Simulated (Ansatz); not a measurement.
# C7H9N: one species, many methods

How much do the methods differ for C7H9N? The plan is to run it at one geometry with functionals of several rungs and with coupled cluster. The yardstick is the atomisation energy at the CCSD(T) limit.

Method: functionals in def2-TZVPP, the program's frozen cores in correlated methods; program: Ansatz 0.2.0, Gaussian basis.

Levels to be run: LDA (SPW92), PBE-D4, revPBE-D4, BLYP-D4, r2SCAN-D4, B97M-V, PBE0-D4, B3LYP-D4, r2SCANh-D4, r2SCAN0-D4, HSE06-D4, BHLYP-D4, CAM-B3LYP-D4, LC-ωPBE, ωB97X-V, ωB97M-V, B2PLYP, PBE-QIDH; CCSD(T)/def2-SVP; CCSD(T)/def2-TZVPP; MP2/def2-QZVPP; extrapolation to the limit; RPA on PBE.

**1. The relaxed structure**

The geometry comes from an earlier relaxation with PBE0-D4 in a triple-zeta def2 set; it is a stationary point, not always the lowest conformer.

SMILES `Cc1ccncc1C`, 17 atoms, charge 0, spin multiplicity 1.

Atoms are counted from 1 here; the program's logs count them from 0.

Bond lengths: C1–C2 1.494 Å, C1–H9 1.094 Å, C1–H10 1.090 Å, C1–H11 1.094 Å, C2–C3 1.388 Å, C2–C7 1.399 Å, C3–C4 1.386 Å, C3–H12 1.085 Å, C4–N5 1.326 Å, C4–H13 1.087 Å, N5–C6 1.327 Å, C6–C7 1.390 Å, C6–H14 1.088 Å, C7–C8 1.495 Å, C8–H15 1.091 Å, C8–H16 1.094 Å, C8–H17 1.094 Å. Angles: C2–C1–H9 111.2°, C2–C1–H10 111.3°, C2–C1–H11 111.2°, H9–C1–H10 108.2°, H9–C1–H11 106.7°, H10–C1–H11 108.2°, C1–C2–C3 121.3°, C1–C2–C7 121.2°, C3–C2–C7 117.6°, C2–C3–C4 119.8°, C2–C3–H12 120.2°, C4–C3–H12 120.0°, C3–C4–N5 123.2°, C3–C4–H13 120.3°, N5–C4–H13 116.5°, C4–N5–C6 116.8°, N5–C6–C7 125.0°, N5–C6–H14 116.0° and more.

**2. LDA**

This LDA is Slater exchange with PW92 correlation.

in.yaml reads:

```yaml
crystal:
  periodic: [false, false, false]
  atoms:
    - {symbol: C, position_ang: [0.800157, -1.772860, 0.132784]}
    - {symbol: C, position_ang: [0.550264, -0.323298, -0.130247]}
    - {symbol: C, position_ang: [1.524331, 0.483786, -0.700953]}
    - {symbol: C, position_ang: [1.259430, 1.824230, -0.930575]}
    - {symbol: N, position_ang: [0.102030, 2.398391, -0.630922]}
    - {symbol: C, position_ang: [-0.827127, 1.623470, -0.085184]}
    - {symbol: C, position_ang: [-0.675182, 0.269648, 0.190888]}
    - {symbol: C, position_ang: [-1.790053, -0.510947, 0.808381]}
    - {symbol: H, position_ang: [0.698722, -2.004290, 1.197228]}
    - {symbol: H, position_ang: [1.801127, -2.065400, -0.184928]}
    - {symbol: H, position_ang: [0.076983, -2.401161, -0.395383]}
    - {symbol: H, position_ang: [2.490563, 0.068860, -0.967219]}
    - {symbol: H, position_ang: [2.016087, 2.463963, -1.376937]}
    - {symbol: H, position_ang: [-1.771442, 2.108481, 0.155359]}
    - {symbol: H, position_ang: [-2.657621, 0.125326, 0.988028]}
    - {symbol: H, position_ang: [-2.106670, -1.337419, 0.164925]}
    - {symbol: H, position_ang: [-1.491598, -0.950790, 1.764752]}
basis:
  gaussian: {orbitals: def2-TZVPP}
hamiltonian: {xc: lda}
output: {orbitals: {seedname: orbitals}}
```

Run with:

```console
> ansatz run in.yaml --threads 2 --pin off --events-out ev --progress --plain --max-ram 32768MiB --backend cuda --devices 0, --max-vram 18GiB
```

Further steps of the session: PBE-D4 (GGA); revPBE-D4 (GGA); BLYP-D4 (GGA); r2SCAN-D4 (meta-GGA); B97M-V (meta-GGA); B3LYP-D4 (hybrid); r2SCANh-D4 (hybrid); r2SCAN0-D4 (hybrid); HSE06-D4 (hybrid); BHLYP-D4 (hybrid); CAM-B3LYP-D4 (range-separated); LC-ωPBE (range-separated); ωB97X-V (range-separated); ωB97M-V (range-separated); B2PLYP (double hybrid); PBE-QIDH (double hybrid); CCSD(T) in def2-SVP; CCSD(T) in def2-TZVPP; MP2 in def2-QZVPP; RPA on PBE orbitals.

**Question.** What will the summary of the whole plan be? Wanted: atomisation energy, CCSD(T)/CBS; farthest beyond LDA; mean size of error, GGA; mean size of error, meta-GGA; mean size of error, hybrid; mean size of error, range-separated; mean size of error, double hybrid; gap, smallest and largest; T1 diagnostic.

**Answer**, as computed:

| quantity | value |
| --- | --- |
| atomisation energy, CCSD(T)/CBS | 7651.0 kJ/mol |
| functionals within 38.3 kJ/mol (0.5 %) | r2SCANh-D4, ωB97X-V, B2PLYP |
| farthest beyond LDA | PBE-D4 (+295.0 kJ/mol) |
| mean size of error, GGA | 151.9 kJ/mol |
| mean size of error, meta-GGA | 61.9 kJ/mol |
| mean size of error, hybrid | 100.0 kJ/mol |
| mean size of error, range-separated | 47.4 kJ/mol |
| mean size of error, double hybrid | 38.0 kJ/mol |
| gap, smallest and largest | 4.03 eV (LDA (SPW92)), 11.29 eV (LC-ωPBE) |
| T1 diagnostic | 0.0109 |
| triples share of the correlation energy | 4.8 % |

LDA overbinds by 1209.8 kJ/mol (16 %). PBE-D4 is off by +295.0 kJ/mol. Double hybrids carry the basis error of their MP2 part in triple zeta, and no dispersion term here, so their miss is partly the set-up's. Taken by rung, double hybrid functionals do best (38.0 kJ/mol on average) and GGA ones worst beyond LDA (151.9 kJ/mol). The gap between the best rungs is small, so their order is not settled. Misses under about 38.3 kJ/mol are within the doubt on the reference itself, which lacks core-valence correlation, relativity and higher excitations. Hartree-Fock recovers 73 % of the binding; the rest is correlation. CCSD(T) in def2-SVP is off by -277.3 kJ/mol, more than most functionals: a good method in a small basis is no reference. Orbital gaps span 4.0 to 11.3 eV; exact exchange widens them. The restricted reference is unstable towards a spin-broken one.
